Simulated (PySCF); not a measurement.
**FCI/STO-6G (functionals set, moving atoms (1, 2, 3)) run of GeH3 (SMILES [GeH3])**

Wanted: the energy along one coordinate of GeH3. 

The results are computed with PySCF 2.14.0.

### 1 The molecule

The species is GeH3 (4 atoms), meant as a doublet with charge 0. SMILES: `[GeH3]`. The shape is that of a PBE0-D4/def2-TZVP optimisation.

Bond lengths: Ge1–H2 1.539 Å, Ge1–H3 1.539 Å, Ge1–H4 1.539 Å. Angles: H2–Ge1–H3 111.1°, H2–Ge1–H4 111.1°, H3–Ge1–H4 111.1°.

### 2 An energy scan at FCI/STO-6G (functionals set, moving atoms (1, 2, 3))

The input, stretch.py:

```python
import numpy as np
from pyscf import cc, dft, gto, mcscf, mp, scf

symbols = ["Ge", "H", "H", "H"]
xyz = np.array([
    [0.214600, -0.125900, -0.249400],
    [1.055000, 0.109600, 1.018300],
    [-0.882800, -1.175900, -0.000100],
    [-0.386800, 1.192200, -0.768800],
])
i, j, moving = 3, 0, [0, 1, 2]
u = (xyz[j] - xyz[i]) / np.linalg.norm(xyz[j] - xyz[i])
r0 = np.linalg.norm(xyz[j] - xyz[i])
functionals = {"PBE0": "pbe0", "B3LYP": "b3lyp", "M06-L": "m06l"}

def stable(mf, dm=None):
    for _ in range(4):
        mf.kernel(dm)
        if not mf.converged:
            mf = mf.newton().run(mf.mo_coeff, mf.mo_occ).undo_soscf()
        mo, _, ok, _ = mf.stability(return_status=True)
        if ok:
            break
        dm = mf.make_rdm1(mo, mf.mo_occ)
    return mf

def value(obj):
    return obj.e_tot if obj.converged else float("nan")

def exact(mf):
    ci = mcscf.CASCI(mf, 12, (9, 8))
    ci.fix_spin_(ss=0.75)
    ci.fcisolver.max_cycle = 200
    return ci.kernel()[0], 0.0

cols = ["ROHF", "UHF", "UMP2", "UCCSD", "UCCSD(T)", "PBE0", "B3LYP", "M06-L", "FCI"]
rows, s2, dw = [], [], []
dm_r = None
distances = [1.1543, 1.3852, 1.4622, 1.5391, 1.693, 1.8469, 2.0008, 2.4626, 4.6173, 5.3869]
for r in distances:
    x = xyz.copy()
    x[moving] += (r - r0) * u
    mol = gto.M(atom=list(zip(symbols, x)), basis="sto-6g", charge=0, spin=1, verbose=0)
    rhf = scf.ROHF(mol).set(conv_tol=1e-10, max_cycle=200)
    rhf.kernel(dm_r)
    if not rhf.converged:
        rhf = rhf.newton().run(rhf.mo_coeff, rhf.mo_occ)
    dm_r = rhf.make_rdm1()
    uhf = stable(scf.UHF(mol).set(conv_tol=1e-9, max_cycle=200))
    e = [value(rhf), value(uhf)]
    for ref in (uhf,):
        c = cc.CCSD(ref, frozen=9).set(max_cycle=120).run()
        e += [mp.MP2(ref, frozen=9).run().e_tot, value(c), c.e_tot + c.ccsd_t() if c.converged else float("nan")]
    for xc in functionals.values():
        e.append(value(stable(dft.UKS(mol, xc=xc).set(conv_tol=1e-8, max_cycle=80), uhf.make_rdm1())))
    e_ref, w = exact(rhf)
    rows.append(e + [e_ref])
    s2.append(uhf.spin_square()[0])
    dw.append(w)
    print(f"r = {r:.4f} A  " + "  ".join(f"{k} {v:.6f}" for k, v in zip(cols, rows[-1])) + f"  <S^2>(UHF) {s2[-1]:.3f}", flush=True)
rows = np.array(rows)
print("\nenergies relative to r = 1.5391 A, eV")
print("r/A    " + "".join(f"{k:>10s}" for k in cols))
for r, row in zip(distances, rows):
    print(f"{r:<7.3f}" + "".join(f"{v:10.3f}" for v in (row - rows[3]) * 27.211386))
print("\nnon-parallelity error against FCI, eV")
for k, d in zip(cols[:-1], (rows[:, :-1] - rows[:, -1:]).T * 27.211386):
    print(f"{k:>10s} {np.nanmax(d) - np.nanmin(d):10.3f}")
```

The run is started by

```
$ python stretch.py
```

Standard output:

```text
r = 1.1543 A  ROHF -2065.942750  UHF -2065.943671  UMP2 -2065.976524  UCCSD -2065.992565  UCCSD(T) -2065.993006  PBE0 -2067.124251  B3LYP -2067.346185  M06-L -2067.510193  FCI -2065.993145  <S^2>(UHF) 0.755
r = 1.3852 A  ROHF -2065.979292  UHF -2065.980040  UMP2 -2066.012765  UCCSD -2066.029904  UCCSD(T) -2066.030296  PBE0 -2067.148363  B3LYP -2067.368093  M06-L -2067.533643  FCI -2066.030464  <S^2>(UHF) 0.754
r = 1.4622 A  ROHF -2065.979400  UHF -2065.980101  UMP2 -2066.013352  UCCSD -2066.031128  UCCSD(T) -2066.031521  PBE0 -2067.146614  B3LYP -2067.365948  M06-L -2067.531698  FCI -2066.031703  <S^2>(UHF) 0.754
r = 1.5391 A  ROHF -2065.975217  UHF -2065.975875  UMP2 -2066.009879  UCCSD -2066.028445  UCCSD(T) -2066.028848  PBE0 -2067.141528  B3LYP -2067.360627  M06-L -2067.526507  FCI -2066.029047  <S^2>(UHF) 0.754
r = 1.6930 A  ROHF -2065.957148  UHF -2065.957725  UMP2 -2065.993861  UCCSD -2066.014531  UCCSD(T) -2066.014980  PBE0 -2067.124034  B3LYP -2067.343106  M06-L -2067.509054  FCI -2066.015223  <S^2>(UHF) 0.754
r = 1.8469 A  ROHF -2065.930351  UHF -2065.930848  UMP2 -2065.969907  UCCSD -2065.993508  UCCSD(T) -2065.994040  PBE0 -2067.100296  B3LYP -2067.319870  M06-L -2067.485662  FCI -2065.994344  <S^2>(UHF) 0.755
r = 2.0008 A  ROHF -2065.898606  UHF -2065.899037  UMP2 -2065.941555  UCCSD -2065.969310  UCCSD(T) -2065.969969  PBE0 -2067.073407  B3LYP -2067.293914  M06-L -2067.459394  FCI -2065.970357  <S^2>(UHF) 0.765
r = 2.4626 A  ROHF -2065.797405  UHF -2065.836784  UMP2 -2065.862157  UCCSD -2065.901844  UCCSD(T) -2065.903359  PBE0 -2066.995670  B3LYP -2067.219910  M06-L -2067.381796  FCI -2065.904632  <S^2>(UHF) 1.485
r = 4.6173 A  ROHF -2065.812562  UHF -2065.820304  UMP2 -2065.845759  UCCSD -2065.863156  UCCSD(T) -2065.863393  PBE0 -2066.957439  B3LYP -2067.175535  M06-L -2067.341080  FCI -2065.863559  <S^2>(UHF) 1.265
r = 5.3869 A  ROHF -2065.812561  UHF -2065.820296  UMP2 -2065.845751  UCCSD -2065.863155  UCCSD(T) -2065.863392  PBE0 -2066.957426  B3LYP -2067.175522  M06-L -2067.341139  FCI -2065.863558  <S^2>(UHF) 1.265

energies relative to r = 1.5391 A, eV
r/A          ROHF       UHF      UMP2     UCCSD  UCCSD(T)      PBE0     B3LYP     M06-L       FCI
1.154       0.883     0.876     0.908     0.976     0.975     0.470     0.393     0.444     0.977
1.385      -0.111    -0.113    -0.079    -0.040    -0.039    -0.186    -0.203    -0.194    -0.039
1.462      -0.114    -0.115    -0.094    -0.073    -0.073    -0.138    -0.145    -0.141    -0.072
1.539       0.000     0.000     0.000     0.000     0.000     0.000     0.000     0.000     0.000
1.693       0.492     0.494     0.436     0.379     0.377     0.476     0.477     0.475     0.376
1.847       1.221     1.225     1.088     0.951     0.947     1.122     1.109     1.111     0.944
2.001       2.085     2.091     1.859     1.609     1.602     1.854     1.815     1.826     1.597
2.463       4.839     3.785     4.020     3.445     3.415     3.969     3.829     3.938     3.386
4.617       4.426     4.233     4.466     4.498     4.502     5.009     5.037     5.046     4.503
5.387       4.426     4.234     4.466     4.498     4.502     5.010     5.037     5.044     4.503

non-parallelity error against FCI, eV
      ROHF      1.546
       UHF      0.764
      UMP2      0.704
     UCCSD      0.065
  UCCSD(T)      0.031
      PBE0      1.090
     B3LYP      1.118
     M06-L      1.085
```

Wall time 3.4 min (1 thread of Arm Neoverse V2, shared host); peak memory 0.28 GiB.

Energies in eV from each method's first point:

```
distance (Å)   ROHF    UHF   UMP2  UCCSD  UCCSD(T)   PBE0  B3LYP  M06-L    FCI
       1.154   0.00   0.00   0.00   0.00      0.00   0.00   0.00   0.00   0.00
       1.385  -0.99  -0.99  -0.99  -1.02     -1.01  -0.66  -0.60  -0.64  -1.02
       1.462  -1.00  -0.99  -1.00  -1.05     -1.05  -0.61  -0.54  -0.59  -1.05
       1.539  -0.88  -0.88  -0.91  -0.98     -0.98  -0.47  -0.39  -0.44  -0.98
       1.693  -0.39  -0.38  -0.47  -0.60     -0.60   0.01   0.08   0.03  -0.60
       1.847   0.34   0.35   0.18  -0.03     -0.03   0.65   0.72   0.67  -0.03
       2.001   1.20   1.21   0.95   0.63      0.63   1.38   1.42   1.38   0.62
       2.463   3.96   2.91   3.11   2.47      2.44   3.50   3.44   3.49   2.41
       4.617   3.54   3.36   3.56   3.52      3.53   4.54   4.64   4.60   3.53
       5.387   3.54   3.36   3.56   3.52      3.53   4.54   4.64   4.60   3.53
```
